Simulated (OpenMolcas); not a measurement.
# Ru²⁺ among point charges: CASSCF and CASPT2 levels and susceptibility

How does a field of 3 point charges split the states of Ru²⁺, and what χT follows?

The numbers are computed with OpenMolcas 26.06 (state-averaged CASSCF and CASPT2, spin-orbit coupling by RASSI with atomic mean-field integrals), except any that are marked as measured or tabulated.

**1. Starting point**

```
Species                           : Ru²⁺ (ruthenium, Z = 44, 42 electrons)
Basis                             : ANO-RCC-VDZP [6s5p3d1f], 43 functions
Scalar Hamiltonian                : DKH2, point nucleus
Inactive shells                   : 1s 2s 2p 3s 3p 3d 4s 4p
Active space                      : 6 electrons in 5 orbitals (4d)
Some configurations of this space : 4d⁶
Orbitals                          : optimised for each spin and parity, averaged over all roots
```

Outer shells as boxes (Hund's rule):

4d6
```
4d [↑↓][↑ ][↑ ][↑ ][↑ ]
```

The ion sits among 3 point charges of -2 e arranged as a planar triangle (D3h), 1.93 Å from the ion.

The work runs as a chain of OpenMolcas steps in one folder; each step below is one input file. Labels, J, g values, rates, χT and fits are worked out afterwards by a script from the matrices that RASSI stores.

**2. One- and two-electron integrals**

a.inp

```
&GATEWAY
Coord
1

Ru 0.0 0.0 0.0
Basis=ANO-RCC-VDZP
Group=NoSym
NoMove
AngMom=0.0 0.0 0.0
AMFI
XField
3 Angstrom 0
1.930000 0.000000 0.000000 -2.000000
-0.965000 1.671429 0.000000 -2.000000
-0.965000 -1.671429 0.000000 -2.000000
&SEWARD
```

Run with:

```console
$ OMP_NUM_THREADS=1 MOLCAS_MEM=1689 MOLCAS_PROJECT=a pymolcas a.inp > a.log
```

**3. CASSCF: quintets, 5 roots**

a.inp

```
&RASSCF
FileOrb=start.orb
Symmetry=1
Spin=5
nActEl=6 0 0
Inactive=18
Ras2=5
CIRoot=5 5 1
SDav=5
CIMx=300
Iter=120 100
PrWF=0.3
OrbListing=Nothing
MaxOrb=0
>>> COPY $Project.JobIph JOB001
```

start.orb holds the contracted functions of the basis, ordered by shell, or the orbitals of the step before.

**4. CASSCF: triplets, 45 roots**

a.inp

```
&RASSCF
FileOrb=start.orb
Symmetry=1
Spin=3
nActEl=6 0 0
Inactive=18
Ras2=5
CIRoot=45 45 1
SDav=45
CIMx=300
Iter=120 100
PrWF=0.3
OrbListing=Nothing
MaxOrb=0
>>> COPY $Project.JobIph JOB002
```

**5. Reference wave functions, singlets, 50 roots**

a.inp

```
&RASSCF
FileOrb=start.orb
Symmetry=1
Spin=1
nActEl=6 0 0
Inactive=18
Ras2=5
CIRoot=50 50 1
SDav=50
CIMx=300
Iter=120 100
PrWF=0.3
OrbListing=Nothing
MaxOrb=0
>>> COPY $Project.JobIph JOB003
```

**6. RASSI: spin-orbit coupling between the states**

a.inp

```
&RASSI
NrOfJobIphs=3 5 45 50
1 2 3 4 5
1 2 3 4 5 6 7 8 9 10 11 12 13 14 15 16 17 18 19 20 21 22 23 24 25 26 27
28 29 30 31 32 33 34 35 36 37 38 39 40 41 42 43 44 45
1 2 3 4 5 6 7 8 9 10 11 12 13 14 15 16 17 18 19 20 21 22 23 24 25 26 27
28 29 30 31 32 33 34 35 36 37 38 39 40 41 42 43 44 45 46 47 48 49 50
IphNames
JOB001
JOB002
JOB003
EJob
SpinOrbit
DIPRint=1.0
SOCoupling=1000.0
Subsets=2
Property=9
'ANGMOM' 1 'ANGMOM' 2 'ANGMOM' 3 'MLTPL  1' 1 'MLTPL  1' 2 'MLTPL  1' 3
'AMFI' 1 'AMFI' 2 'AMFI' 3
SOProperty=3
'ANGMOM' 1 'ANGMOM' 2 'ANGMOM' 3
```

**7. CASPT2: IPEA 0.25, imaginary shift 0.1 (closed shells correlated: 4s 4p)**

a.inp

```
>>> COPY JOB001 $Project.JobIph
&CASPT2
Multistate=5 1 2 3 4 5
NoMult
Frozen=14
IPEA=0.25
Imaginary=0.1
MaxIter=60
WThr=0.0 0.3 0.05
PrWF=0.5
NoMix
>>> COPY JOB002 $Project.JobIph
&CASPT2
Multistate=45 1 2 3 4 5 6 7 8 9 10 11 12 13 14 15 16 17 18 19 20 21 22
23 24 25 26 27 28 29 30 31 32 33 34 35 36 37 38 39 40 41 42 43 44 45
NoMult
Frozen=14
IPEA=0.25
Imaginary=0.1
MaxIter=60
WThr=0.0 0.3 0.05
PrWF=0.5
NoMix
>>> COPY JOB003 $Project.JobIph
&CASPT2
Multistate=50 1 2 3 4 5 6 7 8 9 10 11 12 13 14 15 16 17 18 19 20 21 22
23 24 25 26 27 28 29 30 31 32 33 34 35 36 37 38 39 40 41 42 43 44 45 46
47 48 49 50
NoMult
Frozen=14
IPEA=0.25
Imaginary=0.1
MaxIter=60
WThr=0.0 0.3 0.05
PrWF=0.5
NoMix
```

(Steps that only read results are left out.)

What does the calculation give? Wanted: spin-free ground state; first state of the same spin within the active space; lowest level; next level.

**Answer**, as computed:

| quantity | value |
| --- | --- |
| method | SS-CASPT2, IPEA 0.25, imaginary shift 0.1 (closed shells correlated: 4s 4p) |
| spin-free ground state | 5A1, 1-fold in its orbital part |
| first state of the same spin within the active space | 5E at 10100 cm⁻¹ |
| lowest level | 1-fold A1 |
| next level | 43.6 cm⁻¹ |
| χT at 300 K | 3.27 cm³ K/mol |
| effective moment at 300 K | 5.12 μB |

Cost by method:

```csv
method,time of its own steps,time with the reference
A. CASSCF,25 s,25 s
"B. SS-CASPT2, IPEA 0.25, imaginary shift 0.1, +4s 4p",10 s,35 s
```

Times are of one thread on a shared host.

In words: The spin-free ground state (5A1) comes to 100 % from free-ion D terms and keeps the highest spin of the shell. χT at 300 K is 3.27, against 3.01 cm³ K/mol for the spin alone, so orbital moment adds to it. An active space of the d shell alone favours high spin; real ions in strong fields can be low spin. CASPT2 does not keep the components of a term degenerate, and the means are used. The field of point charges can differ much from that of real complexes. With metal d orbitals alone active, the gaps between spin states are rough; where two lie within a few thousand cm-1, their order is open. This is an electrostatic model: the charges have no orbitals.
